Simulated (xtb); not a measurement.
**CH3Cl3TeTiZn (SMILES [CH3][Zn][Te][Ti]([Cl])([Cl])[Cl]): GFN2-xTB**

We compute a geometry optimisation of CH3Cl3TeTiZn. 

Program for the calculation: xtb 6.7.1.

2 further runs of the same task are left out: 2 set aside as unsound or not needed.

## Step 1: The molecule

The species is CH3Cl3TeTiZn (10 atoms), meant as a singlet with charge 0. As SMILES, `[CH3][Zn][Te][Ti]([Cl])([Cl])[Cl]`. The coordinates come from a PBE0-D4/def2-TZVP relaxation. The run starts from this shape.

Bond lengths: C1–Zn2 1.948 Å, Zn2–Te3 2.553 Å, Te3–Ti4 2.535 Å, Ti4–Cl5 2.172 Å, Ti4–Cl6 2.235 Å, Ti4–Cl7 2.172 Å, C1–H8 1.091 Å, C1–H9 1.092 Å, C1–H10 1.091 Å. Some angles: C1–Zn2–Te3 157.4°, Zn2–Te3–Ti4 76.9°, Te3–Ti4–Cl5 109.0°, Te3–Ti4–Cl6 106.9°, Te3–Ti4–Cl7 109.0°, Cl5–Ti4–Cl6 110.8°, Cl5–Ti4–Cl7 110.3°, Cl6–Ti4–Cl7 110.8°, Zn2–C1–H8 109.7°, Zn2–C1–H9 109.7°.

## Step 2: A geometry optimisation at GFN2-xTB

mol.xyz reads:

```xyz
10

C     -0.08700    -1.17730     2.24200
Zn     0.50650    -0.47320     0.52510
Te     2.10810    -0.02590    -1.41270
Ti    -0.01390     1.15570    -2.13860
Cl     0.40910     3.27010    -2.40200
Cl    -1.51740     0.84330    -0.51490
Cl    -0.70360     0.28540    -4.00580
H     -0.38920    -0.35440     2.89220
H     -0.94360    -1.83720     2.09270
H      0.71420    -1.73760     2.72510
```

Run with:

```sh
xtb mol.xyz -u 0 -o vtight > out.txt 2> xtb.err
```

**Question.** What will come out? Wanted: total energy at the end; dipole moment; HOMO energy; LUMO energy; HOMO–LUMO gap; dispersion energy; mean polarisability.

Computed results:

At GFN2-xTB:

| quantity | value |
| --- | --- |
| total energy at the end | -22.82722 Eh |
| dipole moment | 4.99 D |
| HOMO energy | -10.63 eV |
| LUMO energy | -9.34 eV |
| HOMO–LUMO gap | 1.29 eV |
| dispersion energy | -33.06 kJ/mol |
| mean polarisability (D4 model) | 139.7 bohr³ |

In words: At the final geometry: Bond lengths: C1–Zn2 2.058 Å, Zn2–Te3 2.707 Å, Zn2–Ti4 2.737 Å, Te3–Ti4 2.571 Å, Ti4–Cl5 2.108 Å, Ti4–Cl6 2.148 Å, Ti4–Cl7 2.148 Å, C1–H8 1.084 Å, C1–H9 1.085 Å, C1–H10 1.084 Å. Some angles: C1–Zn2–Te3 169.2°, C1–Zn2–Ti4 134.5°, Te3–Zn2–Ti4 56.4°, Zn2–Te3–Ti4 62.4°, Zn2–Ti4–Te3 61.2°, Zn2–Ti4–Cl5 173.2°, Zn2–Ti4–Cl6 68.1°, Zn2–Ti4–Cl7 68.2°, Te3–Ti4–Cl5 111.9°, Te3–Ti4–Cl6 103.3°. The optimisation took 165 steps and changed the energy by -0.442 eV.
